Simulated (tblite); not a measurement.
# C9H28Si9: the cost of one run

Computed with tblite 0.8.0 and PySCF 2.14.0 and routines of our own; the level stands in each step. Atoms count from 0.

## Step 1: The starting structure

46 atoms, charge 0, multiplicity 1; geometry from: force field, distance geometry or constructed start.

## Step 2: Optimising the geometry with GFN2-xTB

What the job is given:

```
{"job": {"kind": "relax", "xc": "GFN2-xTB", "basis": "xTB"}, "charge": 0, "multiplicity": 1}
C      0.004900     0.153000    -4.285700
C     -1.544700    -0.732600    -1.773700
Si    -1.536300    -0.737500    -3.653700
Si    -0.000700     0.159200     3.890800
C     -0.001000     0.153600     0.753800
Si    -0.003300     0.154300    -1.140100
C     -3.082900     0.156500     0.747100
C     -1.538100    -0.732500     3.269200
Si    -3.080300     0.152700    -1.137900
Si    -1.544300    -0.736000     1.381400
C     -0.002100     1.933500     3.265600
Si    -0.002500     1.932700     1.379800
C      1.538100    -0.734500    -1.761800
Si     1.543700    -0.735800    -3.657400
C      3.080800     0.159900     0.750600
Si     3.081100     0.155400    -1.131200
C      1.541900    -0.733300     3.268600
Si     1.540400    -0.738600     1.378800
H     -0.000600     0.156600    -5.371600
H      0.002800     1.183300    -3.918000
H     -1.543800    -1.759100    -1.402000
H     -2.718100    -0.054900    -4.134900
H     -1.538100    -2.088200    -4.128100
H     -0.004200     0.150500     5.335500
H      0.000500     1.515000    -1.616600
H     -3.979100    -0.360000     1.116300
H     -3.082300     1.184700     1.113100
H     -2.432100    -0.220800     3.632200
H     -1.540900    -1.762500     3.629000
H     -4.257600    -0.523600    -1.614100
H     -3.079400     1.513000    -1.618600
H     -1.543400    -2.091500     0.900000
H     -0.891000     2.448700     3.629100
H      0.892100     2.447300     3.634700
H     -1.174600     2.615400     0.896500
H      1.176300     2.615800     0.896900
H      1.540700    -1.762800    -1.407600
H      2.718100    -0.053900    -4.137300
H      1.542600    -2.096700    -4.134800
H      3.968200    -0.355700     1.115000
H      3.082900     1.180100     1.117600
H      4.264600    -0.529600    -1.613800
H      3.087900     1.513400    -1.621100
H      2.434100    -0.221900     3.629200
H      1.537800    -1.761200     3.633400
H      1.539600    -2.091200     0.896400
```

Started as:

```bash
> OMP_NUM_THREADS=2 python large_run.py task.json out
```

This one command runs all jobs of the session in turn.

**Question.** How long does this first job take on 2 threads of AMD EPYC 9R45, shared host, and how much memory does it need?

About 3.5 s, with a peak of 0.16 GiB.
